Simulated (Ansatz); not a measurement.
Bi, 1 atom in the cell. The cell holds a sheet with vacuum, 1 atom: a = 3.301 Å, b = 3.301 Å, c = 23.800 Å, α = 90.00°, β = 90.00°, γ = 120.00°. The cell was built by a generator and needn't be a form met in nature.

```yaml
Program: Ansatz 0.2.0
Task: work function
Functional: PBEsol
Potentials_or_basis: all-electron LAPW, scalar-relativistic
Cutoff: 163 eV (chosen from the basis error)
Basis_error_allowed: 0.002 eV/atom
k_mesh: 9 × 9 × 1
Occupations: fermi-dirac, width 0.05 eV
Spin: no spin polarisation
Boundary_across_the_vacuum: open (a slab, not repeated across the vacuum)
```

Potentials or basis: all-electron LAPW, scalar-relativistic.

Launch:

```bash
$ ansatz run input.yaml --threads 2 --pin off --max-ram 8192MiB --backend cpu --events-out ev --progress --plain --runs-dir out
```

Hardware: 2 threads of Arm Neoverse V2, with other jobs on the host.

Q: How long does it take, and how much memory?

A: Run time: 2.5 s on 2 threads of Arm Neoverse V2, on a shared host, peak memory 0.29 GiB. Counts: scf iterations 8, plane waves 1075, k points 12, bands 23.
